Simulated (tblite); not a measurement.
# C5H11BO3: the cost of one run

The runs use tblite 0.8.0 and PySCF 2.14.0, with density-fitted response routines of our own; the level of theory stands in each step. All values are computed, except where a source is named. Atoms are numbered from 0 throughout.

### Step 1. The starting structure

20 atoms, charge 0, multiplicity 1; geometry from: force field or distance geometry start.

Bonds of the start (Å): C0–C1 1.55, C1–C2 1.53, C1–O3 1.41, O3–B4 1.47, B4–O5 1.46, O5–C6 1.39, C6–C7 1.55, C7–O8 1.40, O8–B4 1.44, C0–H9 1.10, C0–H10 1.11, C0–H11 1.11, C1–H12 1.13, C2–H13 1.12, C2–H14 1.10, C2–H15 1.10, C6–H16 1.11, C6–H17 1.12, C7–H18 1.12, C7–H19 1.12.

### Step 2. Geometry optimisation with GFN2-xTB

What the job is given:

```
{"job": {"kind": "relax", "xc": "GFN2-xTB", "basis": "xTB"}, "charge": 0, "multiplicity": 1}
C      2.413900    -1.259900     0.652100
C      1.534000    -0.099300     0.136500
C      2.145300     0.459900    -1.146200
O      0.233700    -0.593900    -0.099100
B     -0.764700     0.474200     0.065800
O     -1.428000     0.982000    -1.132200
C     -2.730100     0.541500    -0.904600
C     -2.862600     0.208500     0.599700
O     -1.633900     0.454800     1.215400
H      3.434200    -0.905700     0.864800
H      1.974500    -1.662500     1.593600
H      2.440600    -2.078200    -0.096600
H      1.567100     0.686400     0.949900
H      1.549200     1.337700    -1.495300
H      3.177800     0.808500    -0.976600
H      2.126000    -0.305900    -1.937800
H     -3.443500     1.345400    -1.180200
H     -2.942100    -0.363600    -1.526900
H     -3.651800     0.843500     1.068000
H     -3.144800    -0.862600     0.743000
```

Started as:

```console
$ OMP_NUM_THREADS=1 python probes_run.py task.json out
```

One launch serves the whole session: the jobs run in the order shown.

**Question.** How long does this first job take on 1 thread of Arm Neoverse V1, shared host, and how much memory does it need?

About 1.3 s, with a peak of 0.18 GiB.
